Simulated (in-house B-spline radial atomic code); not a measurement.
# W⁶⁵⁺: ionisation energy by several methods

Wanted: one ionisation energy, W⁶⁵⁺ to configuration [He] 2s2 2p4, up the ladder of functionals.

Method: scalar-relativistic (X2C), several functionals, spin-polarised; spherical all-electron atom at the radial basis limit. Code: in-house B-spline radial atomic code version 1.

## (1) The system

```
element       : tungsten (Z = 74)
charge        : +65
electrons     : 9
configuration : [He] 2s2 2p5
nucleus       : Fermi, rms radius 5.366 fm
```

Outer shells as boxes (Hund's rule):

[He] 2s2 2p5
```
[He] core
2s [↑↓]
2p [↑↓][↑↓][↑ ]
```

Where spins are not typed, each open shell is filled with up spins first.

## (2) AM05, a GGA

The run's settings:

```ini
Z = 74
electrons = 9.0
configuration = [He] 2s2 2p5
hamiltonian = x2c
method = am05
spin_polarised = True
nucleus = fermi
rms_radius = 5.3658
mass_number = 184
atomic_mass = 183.95093318
speed_of_light = 137.035999084
```

## (3) PBEsol, a GGA

Changes to the settings of step 2:

```diff
@@ -4,3 +4,3 @@
 hamiltonian = x2c
-method = am05
+method = pbesol
 spin_polarised = True
```

## (4) Hartree-Fock

Changes to the settings of step 3:

```diff
@@ -4,3 +4,3 @@
 hamiltonian = x2c
-method = pbesol
+method = hf
 spin_polarised = True
```

The tabulated ionisation energy is 15896 ± 11 eV (semi-empirical; NIST Atomic Spectra Database). What does each method give, and which comes nearest?

As calculated:

| method | rung | total energy (hartree) | ΔSCF (eV) | −ε highest (eV) | ΔSCF less tabulated (eV) |
| --- | --- | --- | --- | --- | --- |
| AM05 | GGA | -10461.7210 | 16370.5 | 16205.9 (2p down) | +474.5 |
| PBEsol | GGA | -10465.8917 | 16373.9 | 16209.1 (2p down) | +477.9 |
| Hartree-Fock | Hartree-Fock | -10469.3713 | 16375.7 | 16378.8 (2p down) | +479.7 |

**Reading.** The tabulated ionisation energy is 15896 ± 11 eV (semi-empirical; NIST Atomic Spectra Database). AM05 comes nearest (+474.5 eV) and Hartree-Fock is farthest (+479.7 eV, 3.0 %). All methods miss on the same side by much the same amount, which points to something that they share. Relativistic terms that these runs lack can be as large as the gaps between close methods, so the nearest may be so by luck. Spin-orbit coupling is left out. Open shells are averaged (over orientations, and over spins where the run is restricted), while tables refer to the lowest levels.

Members of this set that are not shown: 4 used exact exchange with fractional occupations of an open shell, which is unsound here.
